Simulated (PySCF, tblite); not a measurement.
# aluminum fluoride (AlF3): dynamics, then NMR shifts and electronic excitations on frames

Aim: move aluminum fluoride (AlF3) (`[F][Al]([F])[F]`) away from its starting geometry and see how NMR shifts and electronic excitations follow the geometry.

Computed with tblite 0.8.0 and PySCF 2.14.0, with density-fitted response routines of our own, on a single molecule in the gas phase. Atoms are numbered from 0 throughout.

## 1. The molecule as given

4 atoms, charge 0, multiplicity 1; geometry from: GFN2-xTB.

Bonds of the start (Å): F0–Al1 1.63, Al1–F2 1.63, Al1–F3 1.63.

## 2. A short Langevin run with GFN2-xTB

Job settings and geometry (Å):

```
{"job": {"kind": "md", "xc": "GFN2-xTB", "basis": "xTB", "temperature": 400, "steps": 2000, "every": 50, "frames": 5}, "charge": 0, "multiplicity": 1}
F     -0.891329    -1.363183    -0.005208
Al     0.002684     0.001139    -0.005720
F      1.631338    -0.090502    -0.000755
F     -0.732460     1.457320    -0.011171
```

With the program's defaults for keys left out, this is: GFN2-xTB Langevin dynamics, gas phase.

Launch:

```bash
$ OMP_NUM_THREADS=1 python probes_run.py task.json out
```

One launch serves the whole session: the jobs run in the order shown.

The log of the run:

```text
t/fs     T/K      E/eV
    0.0   164.7   -421.83313
   25.0   105.3   -421.78497
   50.0   208.1   -421.80414
   75.0   289.2   -421.79785
  100.0   394.4   -421.79989
  125.0   448.5   -421.75110
  150.0   560.5   -421.80054
  175.0   369.5   -421.75281
  200.0   424.6   -421.71422
  225.0   430.6   -421.79021
  250.0   414.8   -421.68486
  275.0   263.6   -421.67806
  300.0   269.5   -421.66961
  325.0   353.7   -421.76877
  350.0   240.8   -421.73267
  375.0   194.7   -421.74469
  400.0   224.2   -421.76702
  425.0   255.0   -421.77614
  450.0   229.2   -421.76566
  475.0   268.6   -421.78281
  500.0   333.3   -421.70395
  525.0   426.3   -421.69432
  550.0   338.6   -421.71035
  575.0   235.9   -421.73469
  600.0   357.4   -421.76576
  625.0   306.5   -421.71691
  650.0   447.7   -421.73814
  675.0   322.1   -421.66755
  700.0   250.7   -421.68811
  725.0   220.4   -421.73864
  750.0   329.3   -421.76244
  775.0   355.4   -421.76559
  800.0   333.2   -421.76450
  825.0   180.6   -421.76771
  850.0   260.5   -421.79830
  875.0   350.0   -421.58660
  900.0   622.0   -421.69841
  925.0   370.2   -421.56209
  950.0   611.5   -421.76407
  975.0   501.6   -421.71337
 1000.0   480.0   -421.75676
```

Wall time 2.9 s (1 thread of Intel Xeon 6975P-C, shared host); peak memory 0.18 GiB.

Distance from the start (root mean square after alignment): 0 fs 0.00 Å, 200 fs 0.09 Å, 400 fs 0.08 Å, 600 fs 0.05 Å, 800 fs 0.03 Å, 1000 fs 0.10 Å.

Positions (Å) and forces (eV/Å) at 1000 fs:

```xyz
4

F    -1.289   -1.714    1.102    0.323    0.377   -0.258
Al   -0.332   -0.624    0.298   -0.105   -1.433    0.069
F     0.820   -1.351   -0.647   -0.349    0.565    0.294
F    -0.708    0.923    0.574    0.131    0.491   -0.105
```

## 3. Nuclear shieldings: 250 fs, PBE0/pcSseg-1

Job settings and geometry (Å):

```
{"job": {"kind": "nmr", "xc": "PBE0", "basis": "pcSseg-1", "pop": false}, "charge": 0, "multiplicity": 1}
F     -1.060800    -1.240600     0.932700
Al    -0.514300     0.171500     0.336400
F      0.823500     0.186200    -0.729800
F     -1.510300     1.455700     0.378800
```

With the program's defaults for keys left out, this is: GIAO PBE0/pcSseg-1 NMR shielding, non-relativistic, gas phase.

The log of the run:

```text
coarse grid: 4888 points
cycle   1  E = -541.5500359991  dE =  1.202e-01  |g| = 9.733e-01  |ddm| = 1.959e+00
cycle   2  E = -541.3484678575  dE =  2.016e-01  |g| = 1.549e+00  |ddm| = 1.279e+00
cycle   3  E = -541.7018557587  dE = -3.534e-01  |g| = 3.249e-02  |ddm| = 7.744e-01
cycle   4  E = -541.7018318522  dE =  2.391e-05  |g| = 3.528e-02  |ddm| = 2.950e-02
cycle   5  E = -541.7020068225  dE = -1.750e-04  |g| = 3.568e-03  |ddm| = 1.578e-02
cycle   6  E = -541.7020084250  dE = -1.602e-06  |g| = 4.573e-04  |ddm| = 1.418e-03
final grid: 46704 points
cycle   7  E = -541.7429380435  dE = -2.885e-05  |g| = 2.233e-03  |ddm| = 7.788e-03
cycle   8  E = -541.7429375739  dE =  4.697e-07  |g| = 2.964e-03  |ddm| = 2.238e-03
cycle   9  E = -541.7429387728  dE = -1.199e-06  |g| = 2.331e-04  |ddm| = 1.328e-03
cycle  10  E = -541.7429387788  dE = -6.022e-09  |g| = 9.138e-05  |ddm| = 1.253e-04
cycle  11  E = -541.7429387797  dE = -8.306e-10  |g| = 4.431e-05  |ddm| = 5.477e-05
cycle  12  E = -541.7429387799  dE = -2.744e-10  |g| = 3.988e-06  |ddm| = 2.192e-05
converged SCF energy = -541.7429387799

GIAO shielding tensors (ppm)
atom      isotropic    diamagn.    paramagn.     s11        s22        s33       span
  0 F      376.065     467.882     -91.817    324.375    344.489    459.331    134.956
  1 Al     507.506     791.422    -283.916    430.959    538.982    552.578    121.619
  2 F      374.041     468.470     -94.429    321.107    338.787    462.229    141.122
  3 F      375.947     467.765     -91.818    324.270    344.621    458.950    134.680
```

Run time: 1.6 s. Hardware: 1 thread of Intel Xeon 6975P-C, shared host; peak memory 0.32 GiB.

The references, computed at this level on geometries of the same kind, shield at (ppm): ¹⁹F CFCl3 170.9, ²⁷Al AlH4- 490.0. Their shielding less the atom's gives the shift. The references are single molecules in the gas phase, so shifts against H2O, NH3, PH3, H3PO4 or CFCl3 are not on the usual liquid scales and can be off by tens of ppm. Shifts against hydride references such as AlH4− lie on their own scale. Each atom is listed at this fixed geometry, with no averaging over motion; a spectrum would average atoms that exchange fast.

```csv
atoms,environment,σ (ppm),δ (ppm)
F2,fluorine bonded to Al,374.0,-203.1
F3,fluorine bonded to Al,375.9,-205.0
F0,fluorine bonded to Al,376.1,-205.1
Al1,aluminium bonded to 3 F,507.5,-17.5
```

## 4. Ultraviolet spectrum: 250 fs, PBE0/def2-SVPD

Job settings and geometry (Å):

```
{"job": {"kind": "uv", "xc": "PBE0", "basis": "def2-SVPD", "nstates": 5, "ntriplets": 0}, "charge": 0, "multiplicity": 1}
F     -1.060800    -1.240600     0.932700
Al    -0.514300     0.171500     0.336400
F      0.823500     0.186200    -0.729800
F     -1.510300     1.455700     0.378800
```

Method: TDDFT PBE0/def2-SVPD, vertical, gas phase, core orbitals frozen in the response.

The log of the run:

```text
coarse grid: 4888 points
cycle   1  E = -541.2786393501  dE =  8.250e-02  |g| = 8.845e-01  |ddm| = 2.154e+00
cycle   2  E = -541.0672563928  dE =  2.114e-01  |g| = 1.462e+00  |ddm| = 1.501e+00
cycle   3  E = -541.4163148465  dE = -3.491e-01  |g| = 3.442e-02  |ddm| = 8.816e-01
cycle   4  E = -541.4163475932  dE = -3.275e-05  |g| = 3.198e-02  |ddm| = 3.886e-02
cycle   5  E = -541.4165114253  dE = -1.638e-04  |g| = 4.040e-03  |ddm| = 1.930e-02
cycle   6  E = -541.4165139808  dE = -2.555e-06  |g| = 4.263e-04  |ddm| = 2.645e-03
final grid: 46704 points
cycle   7  E = -541.4877948011  dE = -1.596e-05  |g| = 2.716e-03  |ddm| = 1.214e-02
cycle   8  E = -541.4877936018  dE =  1.199e-06  |g| = 3.906e-03  |ddm| = 3.370e-03
cycle   9  E = -541.4877960036  dE = -2.402e-06  |g| = 1.666e-04  |ddm| = 2.188e-03
cycle  10  E = -541.4877960072  dE = -3.595e-09  |g| = 8.342e-05  |ddm| = 1.279e-04
cycle  11  E = -541.4877960081  dE = -9.070e-10  |g| = 3.784e-05  |ddm| = 6.478e-05
cycle  12  E = -541.4877960083  dE = -2.406e-10  |g| = 1.713e-06  |ddm| = 2.558e-05
converged SCF energy = -541.4877960083

Static polarisability (au): isotropic 20.732, principal 19.179 21.085 21.931

Singlet excitations
state   eV       nm        f      main configurations
  1   7.8871    157.2   0.00355   H->L 0.99
  2   8.1941    151.3   0.00785   H-1->L 0.97
  3   8.5056    145.8   0.01540   H-2->L 0.97
  4   8.6679    143.0   0.02450   H-3->L 0.95
  5   8.8437    140.2   0.06714   H-4->L 0.94
```

It took 1.9 s on 1 thread of Intel Xeon 6975P-C, shared host; peak memory 0.38 GiB.

The orbitals next to the gap, with their largest atomic shares:

```csv
orbital,eV,atoms
HOMO−3,-12.50,"F3 43 %, F0 43 %, F2 8 %"
HOMO−2,-12.40,"F3 38 %, F0 38 %, F2 19 %"
HOMO−1,-12.07,"F2 86 %, Al1 5 %, F3 4 %"
HOMO,-11.78,"F2 64 %, F3 18 %, F0 17 %"
LUMO,-2.21,"Al1 67 %, F2 11 %, F0 11 %"
LUMO+1,0.06,"Al1 61 %, F0 13 %, F3 13 %"
LUMO+2,1.51,"Al1 68 %, F3 12 %, F0 11 %"
```

With each of the 5 states as a Gaussian band of 0.4 eV half-width at 1/e, the curve within the window shown has maxima at 142 nm (ε 4,000) L/(mol cm). Beyond the last state computed it falls off for lack of states. The curve at chosen wavelengths:

```csv
nm,ε (L/mol/cm)
136,1840
137,2369
139,3355
140,3714
141,3935
143,3922
144,3713
146,3048
147,2662
148,2283
150,1614
151,1343
152,1115
154,772
155,645
156,541
158,380
159,318
160,263
162,177
163,142
165,88
166,68
167,52
169,28
170,21
```

Further results of this job:

```csv
property,computed
dipole moment (D),1.30
polarisability (Å³),3.07
HOMO–LUMO gap (eV),9.58
−ε(HOMO) (eV),11.78
```

## 5. Shielding tensors: 425 fs, PBE0/pcSseg-1

Job settings and geometry (Å):

```
{"job": {"kind": "nmr", "xc": "PBE0", "basis": "pcSseg-1", "pop": false}, "charge": 0, "multiplicity": 1}
F     -1.320000    -1.265800     0.680500
Al    -0.660900     0.209400     0.251600
F      0.475300     0.234800    -0.906800
F     -1.058500     1.612400     1.084300
```

Method: GIAO PBE0/pcSseg-1 NMR shielding, non-relativistic, gas phase.

The log of the run:

```text
coarse grid: 4888 points
cycle   1  E = -541.5535561115  dE =  1.084e-01  |g| = 9.724e-01  |ddm| = 1.957e+00
cycle   2  E = -541.3535276346  dE =  2.000e-01  |g| = 1.546e+00  |ddm| = 1.277e+00
cycle   3  E = -541.7050325810  dE = -3.515e-01  |g| = 2.249e-02  |ddm| = 7.712e-01
cycle   4  E = -541.7050273835  dE =  5.198e-06  |g| = 2.307e-02  |ddm| = 1.941e-02
cycle   5  E = -541.7050991750  dE = -7.179e-05  |g| = 4.376e-03  |ddm| = 1.099e-02
cycle   6  E = -541.7051017116  dE = -2.537e-06  |g| = 4.526e-04  |ddm| = 1.824e-03
final grid: 46704 points
cycle   7  E = -541.7464540031  dE = -2.613e-05  |g| = 1.333e-03  |ddm| = 6.921e-03
cycle   8  E = -541.7464541553  dE = -1.523e-07  |g| = 7.537e-04  |ddm| = 8.252e-04
cycle   9  E = -541.7464541978  dE = -4.251e-08  |g| = 4.412e-04  |ddm| = 4.697e-04
cycle  10  E = -541.7464542248  dE = -2.697e-08  |g| = 5.854e-05  |ddm| = 2.066e-04
cycle  11  E = -541.7464542252  dE = -4.336e-10  |g| = 1.049e-05  |ddm| = 2.689e-05
converged SCF energy = -541.7464542252

GIAO shielding tensors (ppm)
atom      isotropic    diamagn.    paramagn.     s11        s22        s33       span
  0 F      376.658     468.007     -91.349    326.132    342.020    461.821    135.689
  1 Al     508.124     791.372    -283.247    430.087    543.007    551.280    121.193
  2 F      377.353     468.054     -90.701    327.129    344.820    460.110    132.981
  3 F      376.936     467.964     -91.028    326.211    341.444    463.154    136.943
```

Wall time 1.3 s (1 thread of Intel Xeon 6975P-C, shared host); peak memory 0.38 GiB.

In short: δ F0 -205.7, F3 -206.0, F2 -206.4, Al1 -18.2 ppm.

## 6. Ultraviolet spectrum: 425 fs, PBE0/def2-SVPD

Job settings and geometry (Å):

```
{"job": {"kind": "uv", "xc": "PBE0", "basis": "def2-SVPD", "nstates": 5, "ntriplets": 0}, "charge": 0, "multiplicity": 1}
F     -1.320000    -1.265800     0.680500
Al    -0.660900     0.209400     0.251600
F      0.475300     0.234800    -0.906800
F     -1.058500     1.612400     1.084300
```

Method: TDDFT PBE0/def2-SVPD, vertical, gas phase, core orbitals frozen in the response.

The log of the run:

```text
coarse grid: 4888 points
cycle   1  E = -541.2822633520  dE =  7.029e-02  |g| = 8.832e-01  |ddm| = 2.151e+00
cycle   2  E = -541.0727054994  dE =  2.096e-01  |g| = 1.458e+00  |ddm| = 1.490e+00
cycle   3  E = -541.4194179718  dE = -3.467e-01  |g| = 2.543e-02  |ddm| = 8.734e-01
cycle   4  E = -541.4194566678  dE = -3.870e-05  |g| = 2.068e-02  |ddm| = 2.876e-02
cycle   5  E = -541.4195214017  dE = -6.473e-05  |g| = 5.196e-03  |ddm| = 1.389e-02
cycle   6  E = -541.4195256879  dE = -4.286e-06  |g| = 4.119e-04  |ddm| = 3.124e-03
final grid: 46704 points
cycle   7  E = -541.4917422580  dE = -1.320e-05  |g| = 1.614e-03  |ddm| = 1.136e-02
cycle   8  E = -541.4917420523  dE =  2.057e-07  |g| = 2.020e-03  |ddm| = 1.809e-03
cycle   9  E = -541.4917426814  dE = -6.291e-07  |g| = 2.318e-04  |ddm| = 1.188e-03
cycle  10  E = -541.4917426902  dE = -8.755e-09  |g| = 3.433e-05  |ddm| = 1.545e-04
cycle  11  E = -541.4917426903  dE = -1.196e-10  |g| = 2.605e-05  |ddm| = 4.045e-05
converged SCF energy = -541.4917426903

Static polarisability (au): isotropic 20.738, principal 19.035 21.273 21.907

Singlet excitations
state   eV       nm        f      main configurations
  1   8.2835    149.7   0.00103   H->L 0.99
  2   8.6299    143.7   0.00003   H-1->L 0.98
  3   8.7785    141.2   0.00966   H-2->L 0.98
  4   8.9151    139.1   0.05666   H-3->L 0.97
  5   9.1450    135.6   0.07078   H-4->L 0.95
```

It took 2 s on 1 thread of Intel Xeon 6975P-C, shared host; peak memory 0.39 GiB.

In short: HOMO -11.87 eV, LUMO -1.90 eV; lowest singlet 8.28 eV.

## 7. Shielding tensors: 625 fs, PBE0/pcSseg-1

Job settings and geometry (Å):

```
{"job": {"kind": "nmr", "xc": "PBE0", "basis": "pcSseg-1", "pop": false}, "charge": 0, "multiplicity": 1}
F     -0.876200    -1.830400     0.696100
Al    -0.490800    -0.354700     0.343400
F      0.489800    -0.105200    -0.996900
F     -1.130800     0.969200     1.072200
```

With the program's defaults for keys left out, this is: GIAO PBE0/pcSseg-1 NMR shielding, non-relativistic, gas phase.

The log of the run:

```text
coarse grid: 4888 points
cycle   1  E = -541.5536156156  dE =  1.690e-01  |g| = 9.696e-01  |ddm| = 1.963e+00
cycle   2  E = -541.3724420430  dE =  1.812e-01  |g| = 1.505e+00  |ddm| = 1.221e+00
cycle   3  E = -541.7018005508  dE = -3.294e-01  |g| = 3.073e-02  |ddm| = 7.331e-01
cycle   4  E = -541.7017920952  dE =  8.456e-06  |g| = 3.190e-02  |ddm| = 2.660e-02
cycle   5  E = -541.7019329188  dE = -1.408e-04  |g| = 3.072e-03  |ddm| = 1.388e-02
cycle   6  E = -541.7019340843  dE = -1.166e-06  |g| = 5.261e-04  |ddm| = 1.259e-03
final grid: 46704 points
cycle   7  E = -541.7430716052  dE = -2.852e-05  |g| = 2.320e-03  |ddm| = 7.986e-03
cycle   8  E = -541.7430711234  dE =  4.818e-07  |g| = 3.094e-03  |ddm| = 2.423e-03
cycle   9  E = -541.7430724092  dE = -1.286e-06  |g| = 1.564e-04  |ddm| = 1.346e-03
cycle  10  E = -541.7430724117  dE = -2.498e-09  |g| = 6.678e-05  |ddm| = 8.456e-05
cycle  11  E = -541.7430724120  dE = -3.802e-10  |g| = 3.680e-05  |ddm| = 3.939e-05
cycle  12  E = -541.7430724122  dE = -1.867e-10  |g| = 3.707e-06  |ddm| = 1.737e-05
converged SCF energy = -541.7430724122

GIAO shielding tensors (ppm)
atom      isotropic    diamagn.    paramagn.     s11        s22        s33       span
  0 F      380.435     467.783     -87.348    330.932    348.892    461.481    130.549
  1 Al     502.399     792.437    -290.038    422.457    523.094    561.645    139.188
  2 F      378.981     468.444     -89.463    329.656    346.111    461.176    131.520
  3 F      380.450     468.113     -87.663    331.106    346.833    463.409    132.303
```

Run time: 1.4 s. Hardware: 1 thread of Intel Xeon 6975P-C, shared host; peak memory 0.39 GiB.

Key values: δ F2 -208.0, F0 -209.5, F3 -209.5, Al1 -12.4 ppm.

[end of part 1 of 2]
